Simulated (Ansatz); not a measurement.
# SiGeH5− (SMILES [SiH2-][GeH3]): functionals against CCSD(T) at one geometry

The task here is to estimate one member of a computed series from the others.

Program: Ansatz 0.2.0, Gaussian basis. Level of theory: single points in def2-TZVPPD. These are calculated values, not measurements.

Correlated methods freeze the cores. Filled d shells of the heavier atoms are correlated.

## The starting structure

SMILES `[SiH2-][GeH3]`, 7 atoms, charge -1, spin multiplicity 1.

Atoms are counted from 1 here; the program's logs count them from 0.

Bond lengths: Si1–Ge2 2.343 Å, Si1–H3 1.480 Å, Si1–H4 1.395 Å, Ge2–H5 1.829 Å, Ge2–H6 1.599 Å, Ge2–H7 1.822 Å. Angles: Ge2–Si1–H3 94.8°, Ge2–Si1–H4 105.9°, H3–Si1–H4 95.9°, Si1–Ge2–H5 108.0°, Si1–Ge2–H6 149.6°, Si1–Ge2–H7 115.4°, H5–Ge2–H6 87.5°, H5–Ge2–H7 85.2°, H6–Ge2–H7 91.3°.

As a file:

```
Si    0.0408   -1.5554   -0.3696
Ge    0.1709    0.7274    0.1436
H     0.0825   -2.0015    1.0407
H    -1.3133   -1.8261   -0.5644
H     0.2155    1.6595   -1.4290
H    -0.4718    2.0280    0.8149
H     1.8541    1.3766    0.3979
```

The first run:

Contents of run/in.yaml:

```yaml
crystal:
  periodic: [false, false, false]
  atoms:
    - {symbol: Si, position_ang: [0.040800, -1.555400, -0.369600]}
    - {symbol: Ge, position_ang: [0.170900, 0.727400, 0.143600]}
    - {symbol: H, position_ang: [0.082500, -2.001500, 1.040700]}
    - {symbol: H, position_ang: [-1.313300, -1.826100, -0.564400]}
    - {symbol: H, position_ang: [0.215500, 1.659500, -1.429000]}
    - {symbol: H, position_ang: [-0.471800, 2.028000, 0.814900]}
    - {symbol: H, position_ang: [1.854100, 1.376600, 0.397900]}
basis:
  gaussian: {orbitals: "def2-TZVPPD.json"}
total_charge: -1
correlation: {method: ccsd_t}
output: {forces: true}
```

The basis file named in the input lies beside it (Basis Set Exchange, JSON).

The command line of these runs was not kept.

Steps of the session up to this table: CCSD(T)/def2-TZVPPD; PBE0-D4/def2-TZVPPD; wB97M-V/def2-TZVPPD; r2SCAN-D4/def2-TZVPPD; PBE-D4/def2-TZVPPD; CAM-B3LYP-D4/def2-TZVPPD; r2SCAN0-D4/def2-TZVPPD.

One of the session's tables, all rows but one given; the rest of the session is left out.

```
      method  RMS force component (eV/Å)  angle to CCSD(T) forces (°)
     CCSD(T)                       1.482                    reference
     PBE0-D4                       1.432                          3.3
     wB97M-V                       1.477                          1.2
   r2SCAN-D4                           ?                            ?
      PBE-D4                       1.366                          8.4
CAM-B3LYP-D4                       1.456                          1.2
  r2SCAN0-D4                       1.474                          2.2
```

Q: Estimate the row for r2SCAN-D4 from the others.

As computed: RMS force component (eV/Å): 1.429; angle to CCSD(T) forces (°): 3.5. In the column «RMS force component (eV/Å)» it lies between PBE-D4 (1.366) and PBE0-D4 (1.432).
